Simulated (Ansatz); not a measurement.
# I: the cost of one run

Computed with the Python package of Ansatz 0.2.0. Level of theory: DFT PBEsol, plane waves, PAW.

## Step 1: Starting point

I Fd-3m: It takes space group Fd-3m (No. 227, cubic). The conventional cell has a = 6.990 Å, b = 6.990 Å, c = 6.990 Å, α = 90.00°, β = 90.00°, γ = 90.00°. I (site symmetry -43m) has 4 I at 3.03 Å as nearest neighbours.

I P6_3/mmc: It takes space group P6_3/mmc (No. 194, hexagonal). The conventional cell has a = 3.590 Å, b = 3.590 Å, c = 5.862 Å, α = 90.00°, β = 90.00°, γ = 120.00°. Around I (site symmetry -6m2) lie 12 I at 3.59 Å.

The script holds or builds the structure itself.

## Step 2: Script

File run_transition.py:

```python
"""Pressure at which two phases of I cross."""

import warnings

import ansatz as az
import numpy as np


def diamond(a_site, a):
    return az.Crystal.diamond(a_site, a=a)


def hcp(first, a):
    return (
        az.Lattice.from_parameters(a, a, 1.633 * a, alpha=90, beta=90, gamma=120)
        .space_group(194)
        .atom(first, [1 / 3, 2 / 3, 0.25])
    )


def solve(name, crystal, pressure=0.0):
    calc = crystal.calculation()
    calc = calc.functional("pbesol")
    calc = calc.basis(520).kpoints(spacing=0.3)
    calc = calc.occupations("fermi_dirac", width=0.02)
    calc = calc.relax(force_tolerance=0.03, cell=True, pressure=pressure)
    return calc.run()


def volume_per_atom(outcome):
    return abs(np.linalg.det(outcome.lattice.cell_ang)) / len(outcome.lattice.sites)


def main() -> None:
    warnings.simplefilter("ignore", az.DeckWarning)

    phases = {}
    phases["diamond"] = diamond("I", 6.99)
    phases["hcp"] = hcp("I", 3.59)

    # H = E + PV, with 1 eV per cubic angstrom equal to 160.2 GPa
    pressures = [0, 20, 40, 60]
    enthalpy, volume = {name: [] for name in phases}, {name: [] for name in phases}
    for p in pressures:
        for name, crystal in phases.items():
            o = solve(name, crystal, pressure=p)
            volume[name].append(volume_per_atom(o))
            enthalpy[name].append(o.report["energy_sigma0_ev"] / len(o.lattice.sites) + p * volume[name][-1] / 160.21766)
    gap = np.array(enthalpy["hcp"]) - np.array(enthalpy["diamond"])
    rows = [(p, va, vb, 1000 * d) for p, va, vb, d in zip(pressures, volume["diamond"], volume["hcp"], gap)]
    print("   P (GPa)  V diamond (A^3/atom)  V hcp (A^3/atom)  H(hcp) - H(diamond) (meV/atom)")
    for row in rows:
        print(f"{row[0]:10d}  {row[1]:20.3f}  {row[2]:16.3f}  {row[3]:+30.1f}")
    crossings = [p0 - g0 * (p1 - p0) / (g1 - g0) for p0, p1, g0, g1 in zip(pressures, pressures[1:], gap, gap[1:]) if g0 * g1 < 0]
    print("crossing near", [round(float(p), 1) for p in crossings], "GPa") if crossings else print("no crossing in this range")


if __name__ == "__main__":
    main()
```

## Step 3: Running it

Started as:

```console
> python run_transition.py
```

Q: Estimate wall time and peak memory on 1 thread of Arm Neoverse V2, shared host.

About 97 s, with a peak of 0.48 GiB.
